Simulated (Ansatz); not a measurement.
# Cl− with H₂O₂: superposition error and deformation, part 2 of 2

Ansatz 0.2.0, Gaussian basis.

## Step 11: B3LYP-D4/def2-TZVPPD

File free-b/in.yaml:

```yaml
crystal:
  periodic: [false, false, false]
  atoms:
    - {symbol: O, position_ang: [-0.413540, 0.482665, 0.816086]}
    - {symbol: O, position_ang: [0.441071, -0.649469, 0.673478]}
    - {symbol: H, position_ang: [0.099693, 1.160637, 0.360126]}
    - {symbol: H, position_ang: [-0.091255, -1.211915, 0.097940]}
basis:
  gaussian: {orbitals: "def2-TZVPPD.json"}
hamiltonian: {xc: {name: B3LYP}, dispersion: d4}
```

Command:

```console
> ansatz run in.yaml --threads 2 --pin off --events-out ev --progress --plain --max-ram 5222MiB
```

What it wrote:

```text
Functional definition: B3LYP
  name "B3LYP"
  cite "Stephens, Devlin, Chabalowski & Frisch, J. Phys. Chem. 98, 11623 (1994) doi:10.1021/j100096a001"
  cite "Becke, Phys. Rev. A 38, 3098 (1988) doi:10.1103/PhysRevA.38.3098"
  cite "Lee, Yang & Parr, Phys. Rev. B 37, 785 (1988) doi:10.1103/PhysRevB.37.785"
  cite "Vosko, Wilk & Nusair, Can. J. Phys. 58, 1200 (1980) doi:10.1139/p80-159"
  parameter a0 = 0.2
  parameter ax = 0.72
  parameter ac = 0.81
  exchange = (1 - a0 - ax)*slater_x + ax*b88_x + a0*exact_x
  correlation = (1 - ac)*vwn_rpa_c + ac*lyp_c
486 factors; their error is unknown
mean field evaluation 1: about -4122.9787 eV, gradient 4.2e1 eV
mean field evaluation 2: about -4120.0549 eV, gradient 5.9e1 eV
mean field evaluation 4: about -4125.8765 eV, gradient 4.8e-1 eV
mean field evaluation 8: about -4125.8814 eV, gradient 2.6e-3 eV
mean field -4125.88137380 eV, -151.6233438643 hartree, gradient 1.2e-5 eV, S^2 0.000000; 0 other end points of the search recorded, 0 dependent functions left out
reference -4125.88159383 eV, -151.6233519502 hartree; 9, 9 occupied and 105, 105 virtual orbitals, 486 factors
Total energy: -4125.91081575 eV, -151.6244258361 hartree
```

Run time: 0.4 s. Hardware: 2 threads of AMD EPYC 9R45, shared host.

## Step 12: wB97X-V/def2-TZVPPD

Changes to free-b/in.yaml since step 11:

```diff
@@ -9,2 +9,2 @@
   gaussian: {orbitals: "def2-TZVPPD.json"}
-hamiltonian: {xc: {name: B3LYP}, dispersion: d4}
+hamiltonian: {xc: {name: wB97X-V}}
```

Command:

```console
> ansatz run in.yaml --threads 2 --pin off --events-out ev --progress --plain --max-ram 5222MiB
```

What it wrote, cut to the lines that bear on the results:

```text
[... 5 set-up lines as earlier in the session ...]
[...]
      + integral(e_c_pw_opposite_spin*poly(b97_u_opposite, cos0, cos1)) + vv10(b, c)
486 factors; their error is unknown
156 factors; integrals over basis functions are off by at most 3.2e-5 eV
[...]
mean field -4124.33737302 eV, -151.5666028822 hartree, gradient 3.7e-5 eV, S^2 0.000000; 0 other end points of the search recorded, 0 dependent functions left out
reference -4124.33737065 eV, -151.5666027950 hartree; 9, 9 occupied and 105, 105 virtual orbitals, 486 factors
Total energy: -4124.33737065 eV, -151.5666027950 hartree
```

Wall time 0.95 s (2 threads of AMD EPYC 9R45, shared host).

## Step 13: wB97M-V/def2-TZVPPD

Changes to free-b/in.yaml since step 12:

```diff
@@ -9,2 +9,2 @@
   gaussian: {orbitals: "def2-TZVPPD.json"}
-hamiltonian: {xc: {name: wB97X-V}}
+hamiltonian: {xc: {name: wB97M-V}}
```

Command:

```console
> ansatz run in.yaml --threads 2 --pin off --events-out ev --progress --plain --max-ram 5222MiB
```

What it wrote, cut to the lines that bear on the results:

```text
[... 5 set-up lines as earlier in the session ...]
  # Of w^i u^j: cxij and so on, Table III.
[...]
  gx(w, u) = 1 - cx + cx01*u + cx10*w
  gss(w, u) = css00 + css04*u^4 + css10*w + css20*w^2 + css43*w^4*u^3
  gos(w, u) = cos00 + cos10*w + (cos20 + cos21*u)*w^2 + (cos60 + cos61*u)*w^6
[...]
      + integral(e_c_pw_mod_opposite_spin*gos(b97_w_opposite, b97_u_opposite)) + vv10(b, c)
486 factors; their error is unknown
156 factors; integrals over basis functions are off by at most 3.2e-5 eV
[...]
mean field -4124.53109218 eV, -151.5737219300 hartree, gradient 4.4e-5 eV, S^2 0.000000; 0 other end points of the search recorded, 0 dependent functions left out
reference -4124.53115033 eV, -151.5737240668 hartree; 9, 9 occupied and 105, 105 virtual orbitals, 486 factors
Total energy: -4124.53115033 eV, -151.5737240668 hartree
```

Wall time 0.95 s (2 threads of AMD EPYC 9R45, shared host).

## Step 14: B2PLYP/def2-TZVPPD

Changes to free-b/in.yaml since step 13:

```diff
@@ -9,2 +9,2 @@
   gaussian: {orbitals: "def2-TZVPPD.json"}
-hamiltonian: {xc: {name: wB97M-V}}
+hamiltonian: {xc: {name: B2PLYP}}
```

Command:

```console
> ansatz run in.yaml --threads 2 --pin off --events-out ev --progress --plain --max-ram 5222MiB
```

What it wrote, cut to the lines that bear on the results:

```text
[... 5 set-up lines as earlier in the session ...]
[...]
681 factors; integrals over basis functions are off by at most 5.7e-4 eV
[...]
mean field -4118.77700328 eV, -151.3622630632 hartree, gradient 4.3e-6 eV, S^2 0.000000; 0 other end points of the search recorded, 0 dependent functions left out
2 core orbitals not correlated: weight in the atoms' cores, before any rotation towards them, 1.000 or more for the frozen orbitals, at most 0.000 for the correlated occupied ones
reference -4118.77713906 eV, -151.3622680531 hartree; 7, 7 occupied and 105, 105 virtual orbitals, 681 factors
second order -16.27160575 eV of doubles, -0.00000000 eV of singles
Total energy: -4123.17047262 eV, -151.5237200833 hartree
```

Run time: 0.6 s. Hardware: 2 threads of AMD EPYC 9R45, shared host.

## Step 15: BLYP-D4/def2-TZVPPD

Changes to free-b/in.yaml since step 14:

```diff
@@ -9,2 +9,2 @@
   gaussian: {orbitals: "def2-TZVPPD.json"}
-hamiltonian: {xc: {name: B2PLYP}}
+hamiltonian: {xc: {name: BLYP}, dispersion: d4}
```

Command:

```console
> ansatz run in.yaml --threads 2 --pin off --events-out ev --progress --plain --max-ram 5222MiB
```

What it wrote:

```text
Functional definition: BLYP
  name "BLYP"
[... 2 set-up lines as earlier in the session ...]
  parameter beta = 0.0042
  parameter a = 0.04918
  parameter b = 0.132
  parameter c = 0.2533
  parameter d = 0.349
  exchange = b88_x(beta = beta)
  correlation = lyp_c(a = a, b = b, c = c, d = d)
486 factors; their error is unknown
mean field evaluation 1: about -4121.1846 eV, gradient 5.1e1 eV
mean field evaluation 2: about -4108.5012 eV, gradient 9.8e1 eV
mean field evaluation 4: about -4125.4043 eV, gradient 1.8e0 eV
mean field evaluation 8: about -4125.3984 eV, gradient 2.4e-2 eV
mean field evaluation 16: about -4125.3984 eV, gradient 7.4e-6 eV
mean field -4125.39843027 eV, -151.6055960171 hartree, gradient 7.4e-6 eV, S^2 0.000000; 0 other end points of the search recorded, 0 dependent functions left out
reference -4125.39872280 eV, -151.6056067671 hartree; 9, 9 occupied and 105, 105 virtual orbitals, 486 factors
Total energy: -4125.44251449 eV, -151.6072160820 hartree
```

Wall time 0.35 s (2 threads of AMD EPYC 9R45, shared host).

## Step 16: revPBE-D4/def2-TZVPPD

Changes to free-b/in.yaml since step 15:

```diff
@@ -9,2 +9,2 @@
   gaussian: {orbitals: "def2-TZVPPD.json"}
-hamiltonian: {xc: {name: BLYP}, dispersion: d4}
+hamiltonian: {xc: {name: revPBE}, dispersion: d4}
```

Command:

```console
> ansatz run in.yaml --threads 2 --pin off --events-out ev --progress --plain --max-ram 5222MiB
```

What it wrote, cut to the lines that bear on the results:

```text
Functional definition: revPBE
  name "revPBE"
  cite "Zhang & Yang, Phys. Rev. Lett. 80, 890 (1998) doi:10.1103/PhysRevLett.80.890"
[... 1 set-up line as earlier in the session ...]
  parameter kappa = 1.245
[... 3 set-up lines as earlier in the session ...]
486 factors; their error is unknown
mean field evaluation 1: about -4121.1426 eV, gradient 4.7e1 eV
mean field evaluation 2: about -4112.0894 eV, gradient 8.4e1 eV
mean field evaluation 4: about -4124.7290 eV, gradient 1.4e0 eV
mean field evaluation 8: about -4124.7216 eV, gradient 2.4e-2 eV
mean field evaluation 16: about -4124.7216 eV, gradient 1.1e-5 eV
mean field -4124.72164929 eV, -151.5807247747 hartree, gradient 1.1e-5 eV, S^2 0.000000; 0 other end points of the search recorded, 0 dependent functions left out
reference -4124.72170936 eV, -151.5807269820 hartree; 9, 9 occupied and 105, 105 virtual orbitals, 486 factors
Total energy: -4124.80349088 eV, -151.5837323977 hartree
```

It took 0.35 s on 2 threads of AMD EPYC 9R45, shared host.

## Step 17: B97M-V/def2-TZVPPD

Changes to free-b/in.yaml since step 16:

```diff
@@ -9,2 +9,2 @@
   gaussian: {orbitals: "def2-TZVPPD.json"}
-hamiltonian: {xc: {name: revPBE}, dispersion: d4}
+hamiltonian: {xc: {name: B97M-V}}
```

Command:

```console
> ansatz run in.yaml --threads 2 --pin off --events-out ev --progress --plain --max-ram 5222MiB
```

What it wrote, cut to the lines that bear on the results:

```text
[... 5 set-up lines as earlier in the session ...]
  # Of w^i u^j: cxij and so on, Table III.
[...]
  gx(w, u) = cx00 + cx01*u + cx02*u^2 + (cx10 + cx11*u)*w
  gss(w, u) = css00 + css02*u^2 + css10*w + (css32*w^3 + css42*w^4)*u^2
  gos(w, u) = cos00 + cos01*u + cos03*u^3 + cos10*w + cos32*w^3*u^2
[...]
      + integral(e_c_pw_mod_opposite_spin*gos(b97_w_opposite, b97_u_opposite)) + vv10(b, c)
486 factors; their error is unknown
[...]
mean field -4124.44054171 eV, -151.5703942616 hartree, gradient 7.7e-5 eV, S^2 0.000000; 0 other end points of the search recorded, 0 dependent functions left out
reference -4124.44061223 eV, -151.5703968533 hartree; 9, 9 occupied and 105, 105 virtual orbitals, 486 factors
Total energy: -4124.44061223 eV, -151.5703968533 hartree
```

Wall time 0.9 s (2 threads of AMD EPYC 9R45, shared host).

## Step 18: HSE06-D4/def2-TZVPPD

Changes to free-b/in.yaml since step 17:

```diff
@@ -9,2 +9,2 @@
   gaussian: {orbitals: "def2-TZVPPD.json"}
-hamiltonian: {xc: {name: B97M-V}}
+hamiltonian: {xc: hse06, dispersion: d4}
```

Command:

```console
> ansatz run in.yaml --threads 2 --pin off --events-out ev --progress --plain --max-ram 5222MiB
```

What it wrote, cut to the lines that bear on the results:

```text
Functional definition: HSE06
  name "HSE06"
  cite "Heyd, Scuseria & Ernzerhof, J. Chem. Phys. 118, 8207 (2003) doi:10.1063/1.1564060"
  cite "Krukau, Vydrov, Izmaylov & Scuseria, J. Chem. Phys. 125, 224106 (2006) doi:10.1063/1.2404663"
  cite "Heyd & Scuseria, J. Chem. Phys. 120, 7274 (2004) doi:10.1063/1.1668634"
  cite "Ernzerhof & Perdew, J. Chem. Phys. 109, 3313 (1998) doi:10.1063/1.476928"
[... 2 set-up lines as earlier in the session ...]
[...]
  # The whole range is PBE's own exchange, as in plane waves. The composition of these papers is wPBEh.
[...]
486 factors; their error is unknown
48 factors; integrals over basis functions are off by at most 1.2e-5 eV
[...]
mean field -4121.26424752 eV, -151.4536676032 hartree, gradient 6.7e-6 eV, S^2 0.000000; 0 other end points of the search recorded, 0 dependent functions left out
reference -4121.26429622 eV, -151.4536693929 hartree; 9, 9 occupied and 105, 105 virtual orbitals, 486 factors
Total energy: -4121.27760362 eV, -151.4541584306 hartree
```

Run time: 0.45 s. Hardware: 2 threads of AMD EPYC 9R45, shared host.

## Step 19: CCSD(T)/def2-TZVPPD

Changes to free-b/in.yaml since step 18:

```diff
@@ -9,2 +9,2 @@
   gaussian: {orbitals: "def2-TZVPPD.json"}
-hamiltonian: {xc: hse06, dispersion: d4}
+correlation: {method: ccsd_t}
```

Command:

```console
> ansatz run in.yaml --threads 2 --pin off --events-out ev --progress --plain --max-ram 5222MiB
```

What it wrote, cut to the lines that bear on the results:

```text
[... 4 set-up lines as earlier in the session ...]
[...]
681 factors; integrals over basis functions are off by at most 5.7e-4 eV
[...]
mean field -4104.75134227 eV, -150.8468295281 hartree, gradient 1.8e-6 eV, S^2 0.000000; 0 other end points of the search recorded, 0 dependent functions left out
2 core orbitals not correlated: weight in the atoms' cores, before any rotation towards them, 1.000 or more for the frozen orbitals, at most 0.000 for the correlated occupied ones
reference -4104.75134227 eV, -150.8468295281 hartree; 7, 7 occupied and 105, 105 virtual orbitals, 681 factors
second order -13.50784963 eV of doubles, -0.00000000 eV of singles
cycle   1  -13.32043249 eV  change    1.9e-1 eV  update   7.3e-2
[...]
cycle  12  -13.72017433 eV  change    1.5e-6 eV  update   2.7e-6
perturbative correction -0.50519819 eV, -0.0185656911 hartree
Total energy: -4118.97671480 eV, -151.3696023261 hartree
```

Wall time 1.5 s (2 threads of AMD EPYC 9R45, shared host); peak memory 0.39 GiB.

## Step 20: The split

```
      method  interaction with counterpoise (kcal/mol)  without  superposition error  deformation  binding energy
      PBE-D4                                    -33.96   -34.11                 0.15         8.69          -25.27
   revPBE-D4                                    -32.59   -32.72                 0.13         8.54          -24.04
     BLYP-D4                                    -32.35   -32.53                 0.17         8.59          -23.77
   r2SCAN-D4                                    -34.01   -34.11                 0.10         9.27          -24.74
      B97M-V                                    -32.02   -32.17                 0.15         9.50          -22.52
     PBE0-D4                                    -33.94   -34.07                 0.12         9.69          -24.26
    B3LYP-D4                                    -32.91   -33.06                 0.15         9.46          -23.45
    HSE06-D4                                    -33.89   -34.01                 0.13         9.67          -24.22
     wB97X-V                                    -32.81   -32.97                 0.16         9.60          -23.21
     wB97M-V                                    -32.67   -32.78                 0.11         9.54          -23.13
      B2PLYP                                    -31.71   -32.23                 0.52         9.39          -22.32
Hartree-Fock                                    -27.69   -27.77                 0.08        11.73          -15.96
         MP2                                    -32.05   -33.42                 1.37         9.23          -22.82
        CCSD                                    -30.56   -31.82                 1.26         9.54          -21.01
     CCSD(T)                                    -31.28   -32.75                 1.46         9.13          -22.16
```

## Step 21: Summary of results

This closing draws on all 2 parts.

```
            quantity            value
interaction, CCSD(T)  -31.28 kcal/mol
 superposition error    1.46 kcal/mol
         deformation    9.13 kcal/mol
      binding energy  -22.16 kcal/mol
```

What this shows: In this basis the superposition error is 1.46 kcal/mol for CCSD(T) and 0.14 kcal/mol on average for the plain functionals: correlated methods borrow far more, since they need many more functions to converge. Deformation takes back 29 % of the interaction.
